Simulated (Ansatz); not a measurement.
# MgHgO2: a single-point run

Wanted: a converged single-point run for MgHgO2, and a check of what comes out. The structure is shown as the input types it. The cell is built on a prototype (ordering on zincblende) and needn't be the phase found in nature.

Computed with Ansatz 0.2.0 (density functional or hybrid calculation with the settings of its input, plane waves (as first typed), unless a step's input says otherwise).

1 further run of the same task is left out (for a known fault of the program).

## 1. The starting structure

The structure is tetragonal, space group P-4m2 (No. 115). Conventional cell: a = 3.388 Å, b = 3.388 Å, c = 5.039 Å, α = 90.00°, β = 90.00°, γ = 90.00°. Mg (site symmetry -4m2) is surrounded by 4 O at 1.98 Å. O (site symmetry 2mm) is surrounded by 2 Mg at 1.98 Å and 2 Hg at 2.26 Å. Around Hg (site symmetry -4m2) lie 4 O at 2.26 Å.

The input asks for a charge of +0.1 e on the cell.

Coordinates:

```cif
data_structure
_symmetry_space_group_name_H-M 'P-4m2'
_symmetry_Int_Tables_number 115
_cell_length_a 3.3878
_cell_length_b 3.3878
_cell_length_c 5.0395
_cell_angle_alpha 90.000
_cell_angle_beta 90.000
_cell_angle_gamma 90.000
_cell_volume 57.84
loop_
_atom_site_label
_atom_site_type_symbol
_atom_site_symmetry_multiplicity
_atom_site_Wyckoff_symbol
_atom_site_fract_x
_atom_site_fract_y
_atom_site_fract_z
_atom_site_occupancy
Mg1 Mg 1 a 0.00000 0.00000 0.00000 1
O1 O 2 g 0.00000 0.50000 0.20232 1
Hg1 Hg 1 c 0.50000 0.50000 0.50000 1
```

## 2. Running it

File input.yaml:

```yaml
crystal:
  lattice:
    - [3.3878496251, 0.0, 0.0]
    - [0.0, 3.3878496251, 0.0]
    - [0.0, 0.0, 5.0394973193]
  atoms:
    - { symbol: Mg, position: [0.0, 0.0, 0.0] }
    - { symbol: O, position: [0.0, 0.5, 0.2023172479] }
    - { symbol: Hg, position: [0.5, 0.5, 0.5] }
    - { symbol: O, position: [0.5, 0.0, 0.7976827521] }
kpoints:
  mp_grid: { grid: [6, 6, 4] }
hamiltonian:
  xc: pbe
scf:
  occupations: { method: fermi_dirac, width: 0.02 }
  n_extra_bands: 5
  max_iter: 97
output:
  forces: true
  stress: true
  eigenvalues: true
total_charge: 0.1
```

Launch:

```console
ansatz run input.yaml --threads 4 --pin off --max-ram 3686MiB --backend cpu --events-out ev --progress --plain --runs-dir out
```

Q: Will this input give a usable result? If not, why, and what should change?

This run ends as converged. That alone doesn't make the input a sound one.

The suspect setting: total_charge is 0.1. The typed charge changes the electron count, so this is no longer the system that was meant.

To check: delete total_charge (the default then holds).
